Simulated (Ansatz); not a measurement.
**CH5BrInN: basis-set convergence**

The task here is to estimate one member of a computed series from the others.

The runs use Ansatz 0.2.0, Gaussian basis; one geometry, several basis sets.

Levels to be run: PBE0-D4/def2-SVP; ωB97M-V/def2-SVP; PBE0-D4/def2-QZVPP; ωB97M-V/def2-QZVPP; the functionals' def2-TZVPP values are taken from earlier runs.

## The relaxed structure

All runs share one geometry, relaxed beforehand with PBE0-D4 in a triple-zeta def2 set. In takes the def2 core potential; no spin-orbit term is included.

SMILES `[CH3][In]([NH2])[Br]`, 9 atoms, charge 0, spin multiplicity 1.

Atoms are counted from 1 here; the program's logs count them from 0.

Bond lengths: C1–In2 2.128 Å, C1–H5 1.090 Å, C1–H6 1.090 Å, C1–H7 1.089 Å, In2–N3 2.004 Å, In2–Br4 2.493 Å, N3–H8 1.008 Å, N3–H9 1.009 Å. Angles: In2–C1–H5 108.8°, In2–C1–H6 108.9°, In2–C1–H7 111.0°, H5–C1–H6 108.7°, H5–C1–H7 109.7°, H6–C1–H7 109.7°, C1–In2–N3 132.2°, C1–In2–Br4 118.3°, N3–In2–Br4 109.2°, In2–N3–H8 120.7°, In2–N3–H9 117.7°, H8–N3–H9 110.5°.

The first run:

File in.yaml:

```yaml
crystal:
  periodic: [false, false, false]
  atoms:
    - {symbol: C, position_ang: [-0.033198, 1.492210, -0.911751]}
    - {symbol: In, position_ang: [-0.372928, -0.323481, 0.144671]}
    - {symbol: N, position_ang: [0.877696, -1.687940, 0.913565]}
    - {symbol: Br, position_ang: [-2.717884, -1.136661, 0.374933]}
    - {symbol: H, position_ang: [-0.484036, 1.411961, -1.900924]}
    - {symbol: H, position_ang: [-0.513250, 2.309786, -0.373736]}
    - {symbol: H, position_ang: [1.033037, 1.693271, -1.008400]}
    - {symbol: H, position_ang: [1.806912, -1.426964, 1.205101]}
    - {symbol: H, position_ang: [0.491951, -2.378580, 1.539441]}
basis:
  gaussian: {orbitals: def2-SVP}
hamiltonian: {xc: pbe0, dispersion: d4}
output: {orbitals: {seedname: orbitals}}
```

Among the steps run: PBE0-D4 in def2-SVP; ωB97M-V in def2-SVP; PBE0-D4 in def2-QZVPP; ωB97M-V in def2-QZVPP.

One table of the session follows, with a row left open; its other results are not shown here.

It belongs to the step «Density functionals: the series». 

| functional | basis | HOMO (eV) |
| --- | --- | --- |
| PBE0-D4 | def2-SVP | -7.08 |
| PBE0-D4 | def2-TZVPP | -7.29 |
| PBE0-D4 | def2-QZVPP | -7.33 |
| ωB97M-V | def2-SVP | ? |
| ωB97M-V | def2-TZVPP | -9.61 |
| ωB97M-V | def2-QZVPP | -9.65 |

Estimate the missing values for ωB97M-V, def2-SVP.

The run gave: HOMO (eV): -9.39. In the column «HOMO (eV)» it lies between ωB97M-V, def2-TZVPP (-9.61) and PBE0-D4, def2-QZVPP (-7.33).
